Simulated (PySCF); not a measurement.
# C4H4Se (selenophene): the cost of one run

Computed with PySCF 2.14.0 and routines of our own; the level stands in each step. Atoms count from 0.

### Step 1. The starting structure

9 atoms, charge 0, multiplicity 1; geometry from: GFN2-xTB.

### Step 2. Geometry optimisation at PBE0-D3(BJ)/def2-SVP

Job settings and geometry (Å):

```
{"job": {"xc": "PBE0", "basis": "def2-SVP", "d3": "d3bj", "grid": 1, "maxiter": 30, "shake": 0.01, "kind": "geom"}, "charge": 0, "multiplicity": 1}
C      0.652890    -0.766170    -0.149850
C     -0.780440    -0.586220    -0.176590
C     -1.223140     0.671890     0.099470
Se     0.235690     1.838100     0.439060
C      1.319430     0.382290     0.133320
H      1.109020    -1.677710    -0.360640
H     -1.436910    -1.395840    -0.395880
H     -2.206960     1.018320     0.143620
H      2.388220     0.498190     0.233770
```

Command:

```sh
$ OMP_NUM_THREADS=1 python heavy_run.py task.json out
```

The driver reads the jobs from task.json and runs them one after another.

**Question.** How long does this first job take on 1 thread of Arm Neoverse V1, shared host, and how much memory does it need?

About 31 s, with a peak of 0.44 GiB.
